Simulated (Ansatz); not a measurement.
# C2H5AlO: vertical ionisation energy

Aim: the vertical ionisation energy of C2H5AlO, as cation minus neutral at the neutral's geometry, on several levels, and how well −ε(HOMO) stands in for it.

Computed with Ansatz 0.2.0, Gaussian basis. Level: unrestricted cation, the program's frozen cores in correlated methods.

Plan: UKS PBE-D4/def2-TZVPP; UKS r2SCAN-D4/def2-TZVPP; UKS PBE0-D4/def2-TZVPP; UKS B3LYP-D4/def2-TZVPP; UKS wB97X-V/def2-TZVPP; UKS wB97M-V/def2-TZVPP; UKS B2PLYP/def2-TZVPP; UHF-CCSD(T)/def2-TZVPP; UHF-MP2/def2-QZVPP; extrapolation to the limit; then −ε(HOMO) from the neutral's earlier runs with LDA (SPW92), PBE-D4, revPBE-D4, BLYP-D4, r2SCAN-D4, B97M-V, PBE0-D4, B3LYP-D4, r2SCANh-D4, r2SCAN0-D4, HSE06-D4, BHLYP-D4, CAM-B3LYP-D4, LC-ωPBE, ωB97X-V, ωB97M-V.

**1. The geometry**

The geometry comes from an earlier relaxation with PBE0-D4 in a triple-zeta def2 set; it is a stationary point, not always the lowest conformer.

SMILES `[CH3][Al]1[CH2][O]1`, 9 atoms, charge 0, spin multiplicity 1.

Atoms are counted from 1 here; the program's logs count them from 0.

Bond lengths: C1–Al2 1.934 Å, C1–H5 1.093 Å, C1–H6 1.091 Å, C1–H7 1.094 Å, Al2–C3 1.883 Å, Al2–O4 1.707 Å, C3–O4 1.488 Å, C3–H8 1.091 Å, C3–H9 1.091 Å. Angles: Al2–C1–H5 110.3°, Al2–C1–H6 112.2°, Al2–C1–H7 110.1°, H5–C1–H6 108.5°, H5–C1–H7 107.6°, H6–C1–H7 108.1°, C1–Al2–C3 171.7°, C1–Al2–O4 139.6°, C3–Al2–O4 48.7°, Al2–C3–O4 59.5°, Al2–C3–H8 123.8°, Al2–C3–H9 123.8°, O4–C3–H8 112.4°, O4–C3–H9 112.4°, H8–C3–H9 110.7°, Al2–O4–C3 71.8°.

As a file:

```xyz
9
C2H5AlO
C    -0.67085    1.32019   -1.08151
Al    0.05135   -0.07666    0.04416
C     0.67873   -1.28021    1.34933
O     0.78934   -1.60953   -0.09789
H     0.03971    1.57500   -1.87210
H    -0.90020    2.22597   -0.51747
H    -1.59118    0.97678   -1.56207
H     0.03854   -1.98049    1.88768
H     1.65317   -1.19735    1.83277
```

**2. Cation, UKS PBE-D4/def2-TZVPP**

Contents of in.yaml:

```yaml
crystal:
  periodic: [false, false, false]
  atoms:
    - {symbol: C, position_ang: [-0.670851, 1.320193, -1.081511]}
    - {symbol: Al, position_ang: [0.051345, -0.076663, 0.044160]}
    - {symbol: C, position_ang: [0.678725, -1.280205, 1.349332]}
    - {symbol: O, position_ang: [0.789341, -1.609532, -0.097895]}
    - {symbol: H, position_ang: [0.039713, 1.575000, -1.872095]}
    - {symbol: H, position_ang: [-0.900203, 2.225968, -0.517471]}
    - {symbol: H, position_ang: [-1.591178, 0.976783, -1.562074]}
    - {symbol: H, position_ang: [0.038540, -1.980490, 1.887682]}
    - {symbol: H, position_ang: [1.653168, -1.197355, 1.832773]}
basis:
  gaussian: {orbitals: def2-TZVPP}
total_charge: 1
magnetization: {spin_polarized: true, initial_magnetization: 1}
hamiltonian: {xc: pbe, dispersion: d4}
```

Further steps of the session: Cation, UKS r2SCAN-D4/def2-TZVPP; Cation, UKS PBE0-D4/def2-TZVPP; Cation, UKS B3LYP-D4/def2-TZVPP; Cation, UKS wB97X-V/def2-TZVPP; Cation, UKS wB97M-V/def2-TZVPP; Cation, UKS B2PLYP (frozen core)/def2-TZVPP; Cation, UHF-CCSD(T)/def2-TZVPP; Cation, UHF-MP2/def2-QZVPP.

**Question.** What will the summary of the whole plan be? Wanted: ionisation energy, CCSD(T)/CBS; nearest functional by difference; nearest −ε(HOMO); −ε(HOMO) of PBE; T1 of the cation.

The runs gave:

```
                        quantity                value
  ionisation energy, CCSD(T)/CBS              8.65 eV
nearest functional by difference  B3LYP-D4 (-0.16 eV)
                nearest −ε(HOMO)   ωB97X-V (-0.09 eV)
                 −ε(HOMO) of PBE              4.99 eV
                T1 of the cation                0.020
```

What this shows: By cation minus neutral, the functionals miss by 0.33 eV at most. The PBE orbital energy is 3.7 eV too small: a semilocal HOMO is no ionisation energy. Among orbital estimates ωB97X-V comes nearest. Hartree-Fock falls 1.18 eV short, as the neutral has more correlation energy than the cation. The cation may have settled in a state other than its lowest; no search over hole states beyond the program's own was made.
